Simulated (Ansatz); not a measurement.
**CH₆AlNS: basis-set convergence**

How large a basis does CH₆AlNS need? Two functionals are run in growing sets.

Computed with Ansatz 0.2.0, Gaussian basis. Level: one geometry, several basis sets.

The runs, in order: PBE0-D4/def2-SVP; ωB97M-V/def2-SVP; PBE0-D4/def2-QZVPP; ωB97M-V/def2-QZVPP; the functionals' def2-TZVPP values are taken from earlier runs.

## Step 1: The relaxed structure

An earlier PBE0-D4 in a triple-zeta def2 set relaxation fixed the geometry.

10 atoms, charge 0, spin multiplicity 1.

Atoms are counted from 1 here; the program's logs count them from 0.

Bond lengths: N1–C2 1.524 Å, N1–Al3 1.994 Å, N1–H5 1.013 Å, N1–H6 1.012 Å, C2–Al3 1.969 Å, C2–S4 1.757 Å, C2–H7 1.087 Å, Al3–H8 1.584 Å, Al3–H9 1.585 Å, S4–H10 1.353 Å. Angles: C2–N1–Al3 66.5°, C2–N1–H5 110.9°, C2–N1–H6 114.5°, Al3–N1–H5 117.6°, Al3–N1–H6 128.5°, H5–N1–H6 109.7°, N1–C2–Al3 68.2°, N1–C2–S4 115.3°, N1–C2–H7 109.2°, Al3–C2–S4 124.6°, Al3–C2–H7 116.3°, S4–C2–H7 113.7°, N1–Al3–C2 45.2°, N1–Al3–H8 110.3°, N1–Al3–H9 111.7°, C2–Al3–H8 118.7°, C2–Al3–H9 115.9°, H8–Al3–H9 125.1° and more.

Geometry (Å):

```mol
CH6AlNS
  3D, bonds by distance, orders not assigned

 10 10  0  0  0  0  0  0  0  0999 V2000
   -0.9339    0.0403   -0.1528 N   0  0
    0.5396    0.4309   -0.1458 C   0  0
    0.0823   -0.7224    1.3835 Al  0  0
    1.4598   -0.0899   -1.5487 S   0  0
   -1.1408   -0.5750   -0.9309 H   0  0
   -1.5754    0.8230   -0.1567 H   0  0
    0.6257    1.4942    0.0624 H   0  0
    0.2289   -2.2910    1.2221 H   0  0
   -0.2554    0.0258    2.7398 H   0  0
    1.0524    0.8129   -2.4699 H   0  0
  1  2  8  0
  1  3  8  0
  1  5  8  0
  1  6  8  0
  2  3  8  0
  2  4  8  0
  2  7  8  0
  3  8  8  0
  3  9  8  0
  4 10  8  0
M  END
```

## Step 2: PBE0-D4 in def2-SVP

The input, in.yaml:

```yaml
crystal:
  periodic: [false, false, false]
  atoms:
    - {symbol: N, position_ang: [-0.933923, 0.040300, -0.152790]}
    - {symbol: C, position_ang: [0.539623, 0.430949, -0.145800]}
    - {symbol: Al, position_ang: [0.082335, -0.722443, 1.383491]}
    - {symbol: S, position_ang: [1.459778, -0.089889, -1.548665]}
    - {symbol: H, position_ang: [-1.140790, -0.574998, -0.930907]}
    - {symbol: H, position_ang: [-1.575358, 0.822972, -0.156692]}
    - {symbol: H, position_ang: [0.625689, 1.494233, 0.062361]}
    - {symbol: H, position_ang: [0.228922, -2.290998, 1.222083]}
    - {symbol: H, position_ang: [-0.255436, 0.025813, 2.739808]}
    - {symbol: H, position_ang: [1.052362, 0.812861, -2.469888]}
basis:
  gaussian: {orbitals: def2-SVP}
hamiltonian: {xc: pbe0, dispersion: d4}
output: {orbitals: {seedname: orbitals}}
```

The runs that follow: ωB97M-V in def2-SVP; PBE0-D4 in def2-QZVPP; ωB97M-V in def2-QZVPP.

Q: Predict the results of all the runs planned. Wanted: PBE0-D4: double and triple zeta above quadruple; ωB97M-V: double and triple zeta above quadruple.

The runs gave:

| quantity | value |
| --- | --- |
| PBE0-D4: double and triple zeta above quadruple | 9.77, 0.70 eV |
| ωB97M-V: double and triple zeta above quadruple | 9.84, 0.67 eV |

PBE0-D4 gains 9.08 eV from double to triple zeta, then 0.70 eV more. These are total energies; as a rule much of such shifts cancels in differences, which this series doesn't test. The LUMO of ωB97M-V is positive and keeps falling with the basis (1.91 to 0.79 eV): an unbound level that the basis holds in place.
